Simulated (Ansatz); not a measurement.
# AlBF2H2O: up Jacob's ladder to CCSD(T)

One table from this session's results is given with a row withheld; the runs are named, their logs left out.

The runs use Ansatz 0.2.0, Gaussian basis; functionals in def2-TZVPP, the program's frozen cores in correlated methods.

Plan: PBE-D4, r2SCAN-D4, PBE0-D4, B3LYP-D4, ωB97X-V, ωB97M-V, B2PLYP; CCSD(T)/def2-TZVPP; CCSD(T)/def2-QZVPP; extrapolation to the limit.

## Structure used throughout

The geometry comes from an earlier relaxation with PBE0-D4 in a triple-zeta def2 set; it is a stationary point, not always the lowest conformer.

SMILES `O[B](F)[AlH][F]`, 7 atoms, charge 0, spin multiplicity 1.

Atoms are counted from 1 here; the program's logs count them from 0.

Bond lengths: O1–B2 1.353 Å, O1–H6 0.959 Å, B2–F3 1.329 Å, B2–Al4 2.159 Å, Al4–F5 1.651 Å, Al4–H7 1.586 Å. Angles: B2–O1–H6 114.4°, O1–B2–F3 114.9°, O1–B2–Al4 124.9°, F3–B2–Al4 120.2°, B2–Al4–F5 119.3°, B2–Al4–H7 124.5°, F5–Al4–H7 116.2°.

Set-up of the first run:

Input file in.yaml:

```yaml
crystal:
  periodic: [false, false, false]
  atoms:
    - {symbol: O, position_ang: [-1.273392, 1.292319, -0.566846]}
    - {symbol: B, position_ang: [-0.275358, 0.881270, 0.248852]}
    - {symbol: F, position_ang: [0.085859, 1.759656, 1.178382]}
    - {symbol: Al, position_ang: [0.711142, -1.034932, 0.123467]}
    - {symbol: F, position_ang: [1.925323, -1.388413, 1.184485]}
    - {symbol: H, position_ang: [-1.529023, 0.652243, -1.233840]}
    - {symbol: H, position_ang: [0.355449, -2.162134, -0.934490]}
basis:
  gaussian: {orbitals: def2-TZVPP}
hamiltonian: {xc: pbe, dispersion: d4}
output: {forces: true, orbitals: {seedname: orbitals}}
```

The run is started by

```console
$ ansatz run in.yaml --threads 2 --pin off --events-out ev --progress --plain --max-ram 32768MiB --backend cpu
```

Among the steps run: PBE-D4 (GGA); r2SCAN-D4 (meta-GGA); PBE0-D4 (hybrid); B3LYP-D4 (hybrid); ωB97X-V (range-separated); ωB97M-V (range-separated); B2PLYP (double hybrid); CCSD(T) in def2-TZVPP; CCSD(T) in def2-QZVPP.

One of the session's tables, all rows but one given; the rest of the session is left out.

```
            method  atomisation energy (kJ/mol)
            PBE-D4                       2822.1
         r2SCAN-D4                       2785.9
           PBE0-D4                       2742.7
          B3LYP-D4                       2753.2
           ωB97X-V                       2770.9
           ωB97M-V                       2775.4
            B2PLYP                       2746.0
     HF/def2-TZVPP                       2052.8
    MP2/def2-TZVPP                       2810.1
   CCSD/def2-TZVPP                       2652.2
CCSD(T)/def2-TZVPP                       2697.0
           MP2/CBS                       2888.6
       CCSD(T)/CBS                            ?
```

Estimate the missing values for CCSD(T)/CBS.

As computed: atomisation energy (kJ/mol): 2776.2. In the column «atomisation energy (kJ/mol)» it lies between ωB97M-V (2775.4) and r2SCAN-D4 (2785.9).

To keep in mind: Free atoms (1 O, 1 B, 2 F, 1 Al, 2 H) were run apart at each level; the atomisation energy is their sum less the molecule, without zero-point or spin-orbit terms.
